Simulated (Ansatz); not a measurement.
# ScTiSe4: the cost of one run

Program: Ansatz 0.2.0. Level of theory: DFT PBE, scalar-relativistic, plane waves, PAW. These are calculated values, not measurements.

1 further run of the same task is left out (it didn't finish).

## 1. The system as given

Symmetry: P6/mmm, No. 191, hexagonal system. The conventional cell has a = 3.993 Å, b = 3.993 Å, c = 8.867 Å, α = 90.00°, β = 90.00°, γ = 120.00°. Around Sc (site symmetry 6/mmm) lie 12 Se at 3.10 Å. Ti (site symmetry 6/mmm) is surrounded by 12 Se at 3.30 Å. Se (site symmetry 3m) is surrounded by 3 Se at 2.31 Å and 3 Sc at 3.10 Å and 3 Ti at 3.30 Å.

Structure file:

```cif
data_structure
_symmetry_space_group_name_H-M 'P6/mmm'
_symmetry_Int_Tables_number 191
_cell_length_a 3.9934
_cell_length_b 3.9934
_cell_length_c 8.8671
_cell_angle_alpha 90.000
_cell_angle_beta 90.000
_cell_angle_gamma 120.000
_cell_volume 122.46
loop_
_atom_site_label
_atom_site_type_symbol
_atom_site_symmetry_multiplicity
_atom_site_Wyckoff_symbol
_atom_site_fract_x
_atom_site_fract_y
_atom_site_fract_z
_atom_site_occupancy
Sc1 Sc 1 a 0.00000 0.00000 0.00000 1
Ti1 Ti 1 b 0.00000 0.00000 0.50000 1
Se1 Se 4 h 0.66667 0.33333 0.23369 1
```

A structure generator made this guess: species swapped into a database cell of MgAlB4 (P6/mmm, No. 191), with Ti on the Mg sites, Sc on the Al sites and Se on the B sites. Lengths come from tabulated atomic sizes and are only a guess.

## 2. Probe: one point on a coarse mesh

input.yaml reads:

```yaml
crystal:
  lattice:
    - [3.99342936, 0.0, 0.0]
    - [-1.99671468, 3.45841128, 0.0]
    - [0.0, 0.0, 8.8671107]
  atoms:
    - { symbol: Sc, position: [0.0, 0.0, 0.0] }
    - { symbol: Ti, position: [0.0, 0.0, 0.5], spin: 1.0 }
    - { symbol: Se, position: [0.66666667, 0.33333333, 0.23369201] }
    - { symbol: Se, position: [0.33333333, 0.66666667, 0.76630799] }
    - { symbol: Se, position: [0.33333333, 0.66666667, 0.23369201] }
    - { symbol: Se, position: [0.66666667, 0.33333333, 0.76630799] }
basis:
  ecutwfc: 420
kpoints:
  mp_grid: { grid: [6, 6, 2] }
hamiltonian:
  xc: pbe
scf:
  occupations: { method: gaussian, width: 0.1 }
  lower_state_search: "off"
output:
  forces: true
  stress: true
  eigenvalues: true
  populations: true
magnetization:
  spin_polarized: true
```

Started as:

```console
$ ansatz run input.yaml --threads 1 --pin off --max-ram 2560MiB --backend cpu --events-out ev --progress --plain --runs-dir out
```

**Question.** How long does this run take on 1 thread of Intel Xeon at 2.50GHz (Skylake/Cascade Lake), shared host, and how much memory does it need?

About 56 s, with a peak of 0.52 GiB.
